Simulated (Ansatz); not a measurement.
CuF:

```
Cu F
1.0
     2.47101    0.00000    0.00000
     0.00000    2.47101    0.00000
     0.00000    0.00000    3.41650
Cu F
1 1
Direct
  0.00000 0.00000 0.00000
  0.50000 0.50000 0.50000
```

The cell was built by a generator and needn't be a form met in nature.

* Program: Ansatz 0.2.0
* Task: relaxation of cell and atoms
* Functional: HSE06
* Potentials or basis: Ansatz PAW
* Cutoff: 420 eV (not typed: the program's choice for these potentials)
* k mesh: 6 × 6 × 4
* Occupations: fermi-dirac, width 0.05 eV
* Spin: no spin polarisation

At the start: volume 10.43 Å³/atom.

Problem. Where does the relaxation end?

Solution. It ends after 13 steps and the volume is 10.58 Å³/atom (+1.5 %); space group Pm-3m (No. 221, to 0.05 Å).

Step by step:
| step | energy change (eV) | largest force (eV/Å) | volume (Å³) |
| --- | --- | --- | --- |
| 1 | 0.0000 | 0.0000 | 20.86 |
| 2 | -0.1701 | 0.0000 | 20.76 |
| 3 | -0.2782 | 0.0000 | 20.72 |
| 4 | -0.3337 | 0.0000 | 20.80 |
| 5 | -0.3398 | 0.0000 | 20.81 |
| 6 | -0.3401 | 0.0000 | 20.73 |
| 7 | -0.3400 | 0.0000 | 20.76 |
| 8 | -0.3656 | 0.0000 | 20.76 |
| 9 | -0.3712 | 0.0000 | 21.00 |
| 10 | -0.3712 | 0.0000 | 21.15 |
| 11 | -0.3735 | 0.0000 | 21.15 |
| 12 | -0.3734 | 0.0000 | 21.17 |
| 13 | -0.3735 | 0.0000 | 21.17 |

Final structure:
```yaml
crystal:
  lattice:
    - [2.76508, 0.00000, 0.00000]
    - [0.00000, 2.76508, 0.00000]
    - [0.00000, 0.00000, 2.76868]
  atoms:
    - { symbol: Cu, position: [0.00000, 0.00000, 0.00000] }
    - { symbol: F, position: [0.50000, 0.50000, 0.50000] }
```

Caveat: the k mesh is coarse (spacing up to 0.46 Å⁻¹), so the values aren't converged, least of all with exact exchange; the plane-wave basis is chosen anew once the cell has moved, so the energies of steps on either side of that aren't comparable; the pressure holds a Pulay correction of +0.6 GPa for the finite cutoff; the run has no spin polarisation, though such a crystal can be magnetic; the PAW data sets come from PBE, with cores solved anew for the run's functional, which leaves a small shift of forces and pressure.
